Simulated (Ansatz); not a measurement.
# AgCl: the cost of one run

Computed with Ansatz 0.2.0, Gaussian basis. Level: RKS PBE-D4/def2-SVP.

Levels: PBE-D4, revPBE-D4, BLYP-D4, r2SCAN-D4, B97M-V, PBE0-D4, B3LYP-D4, HSE06-D4, wB97X-V, wB97M-V, B2PLYP, Hartree-Fock, MP2, CCSD, CCSD(T). The reference is CCSD(T) extrapolated to the basis limit. For elements past Ar these valence bases correlate outer-core shells poorly, so that limit is rough.

Correlated methods freeze the cores. Filled d shells of the heavier atoms are correlated. Core potentials replace the inner electrons past krypton, and spin-orbit coupling is left out. B3LYP uses VWN-RPA correlation. B2PLYP carries no dispersion term here.

150 further runs of the same task are left out: 150 set aside as unsound or not needed.

## Step 1: The starting structure

The pair, from a GFN2-xTB docking trial: 2 atoms, charge 0, spin multiplicity 1.

Atoms are counted from 1 here; the program's logs count them from 0.

Bond lengths: Ag1–Cl2 2.217 Å.

Coordinates:

```mol
AgCl
  3D, bonds by distance, orders not assigned

  2  1  0  0  0  0  0  0  0  0999 V2000
    0.0000    0.0000   -1.1084 Ag  0  0
    0.0000    0.0000    1.1084 Cl  0  0
  1  2  8  0
M  END
```

Atoms 1 to 1 are fragment A (Ag+), the rest fragment B (Cl−).

## Step 2: A first relaxation in a small basis

File pre/in.yaml:

```yaml
crystal:
  periodic: [false, false, false]
  atoms:
    - {symbol: Ag, position_ang: [0.000000, 0.000000, -1.108400]}
    - {symbol: Cl, position_ang: [0.000000, 0.000000, 1.108400]}
basis:
  gaussian: {orbitals: def2-SVP}
hamiltonian: {xc: pbe, dispersion: d4}
relax: {f_tol: 0.03, max_steps: 250}
```

Run with:

```sh
$ ansatz run in.yaml --threads 2 --pin off --events-out ev --progress --plain --max-ram 5222MiB
```

**Question.** How long does this run take on 2 threads of Intel Xeon Platinum 8375C at 2.90GHz, shared host?

About 1.6 s.
